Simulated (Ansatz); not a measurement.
**GeH2O (singlet): from Hartree-Fock to the top rungs, cc-pVTZ**

The task here is to estimate one member of a computed series from the others.

Computed with Ansatz 0.2.0, Gaussian basis. Level: cc-pVTZ, core rule «outside noble gas», up to 15 orbitals frozen.

The runs, in order: UHF; CCSD(T) on RHF; BCCD(T) on RHF; CCSDT(Q) on RHF.

5 further runs of the same task are left out: 2 for a known fault of the program, 3 set aside as unsound or not needed.

### The system

The geometry is a PBE0/def2-TZVP stationary point (not a proven minimum). No spin-orbit coupling is included. The filled d shell of Ge may be among the frozen orbitals whatever the setting's name suggests; the logs give the count.

4 atoms, charge 0, spin multiplicity 1.

Atoms are counted from 1 here; the program's logs count them from 0.

Bond lengths: Ge1–O2 1.632 Å, Ge1–H3 1.542 Å, Ge1–H4 1.542 Å. Angles: O2–Ge1–H3 123.4°, O2–Ge1–H4 123.4°, H3–Ge1–H4 113.2°.

Set-up of the first run:

File in.yaml:

```yaml
crystal:
  periodic: [false, false, false]
  atoms:
    - {symbol: Ge, position_ang: [0.000000, 0.000000, 0.269193]}
    - {symbol: O, position_ang: [0.000000, 0.000000, -1.363087]}
    - {symbol: H, position_ang: [0.000000, 1.286605, 1.118308]}
    - {symbol: H, position_ang: [0.000000, -1.286605, 1.118308]}
basis:
  gaussian: {orbitals: cc-pVTZ}
magnetization: {spin_polarized: true, initial_magnetization: 0}
hamiltonian: {xc: hf}
output: {orbitals: {seedname: orbitals}}
```

Started as:

```sh
$ ansatz run in.yaml --threads 1 --pin off --events-out ev --progress --plain --max-ram 3968MiB --backend cpu
```

Steps of the session up to this table: UHF; CCSD(T) on RHF; BCCD(T) on RHF; CCSDT(Q) on RHF.

One table of the session follows, with a row left open; its other results are not shown here.

```
   method  from RCCSDT(Q) (meV)
      RHF              +10697.6
     RMP2                +686.7
    RCCSD                +532.4
 RCCSD(T)                     ?
  BCCD(T)                 +51.8
   RCCSDT                 +44.2
RCCSDT(Q)                     0
```

Estimate the missing values for RCCSD(T).

**Answer.** from RCCSDT(Q) (meV): +54.0. In the column «from RCCSDT(Q) (meV)» it lies between BCCD(T) (+51.8) and RCCSD (+532.4).

With the free atoms at the same levels and basis (separate runs), the atomisation energy is 10.698 eV at RCCSDT(Q), 10.668 eV at RCCSD(T), 6.258 eV at RHF.
